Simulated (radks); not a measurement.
# Valence configurations of Pm³⁺

One table from this session's results is given with a row withheld; the runs are named, their logs left out.

Method: Dirac Kohn-Sham, PBE, spin-unpolarised, spherical densities, point nucleus; open shells are shared between the two j in proportion to 2j + 1. Code: radks (a radial shooting solver on a logarithmic mesh, Libxc functionals) version 1.

## Starting point

| Quantity | Value |
| --- | --- |
| element | promethium (Z = 61) |
| charge | +3 |
| electrons | 58 |
| configuration | [Xe] 4f4 |
| others tried | 4f2 6p2; 4f3 6p1; 4f2 6s2; 4f2 5d2; 4f3 5d1; 4f1 5d1 6s2; 4f3.5 6p0.5; 4f3 6s1; 4f2.5 6s1 6p0.5 |

The outer shells:

Pm³⁺
```
[Xe] core
4f [↑ ][↑ ][↑ ][↑ ][  ][  ][  ]
```

The first run:

Input:

```text
Z 61
configuration [Xe] 4f4
relativity Dirac
functional pbe,pbe
spin unpolarised
j_filling average
nucleus point
c 137.035999084
```

Steps of the session up to this table: [Xe] 4f4.

One of the session's tables, all rows but one given; the rest of the session is left out.

It belongs to the step «[Xe] 4f4». Sizes of the orbitals, from the radial functions (bohr):

| level | <r> | outermost maximum (interpolated) | 90 % within | nodes |
| --- | --- | --- | --- | --- |
| 4p3/2 | ? | ? | ? | ? |
| 4d3/2 | 0.6791 | 0.597 | 1.02 | 1 |
| 4d5/2 | 0.6891 | 0.605 | 1.04 | 1 |
| 5s1/2 | 1.406 | 1.28 | 2.01 | 4 |
| 5p1/2 | 1.560 | 1.39 | 2.26 | 3 |
| 5p3/2 | 1.638 | 1.45 | 2.37 | 3 |
| 4f5/2 | 0.9321 | 0.624 | 1.59 | 0 |
| 4f7/2 | 0.9420 | 0.629 | 1.61 | 0 |

Q: Estimate the row for 4p3/2 from the others.

As computed: <r>: 0.6351; outermost maximum (interpolated): 0.584; 90 % within: 0.924; nodes: 2. In the column «<r>» it is the lowest.
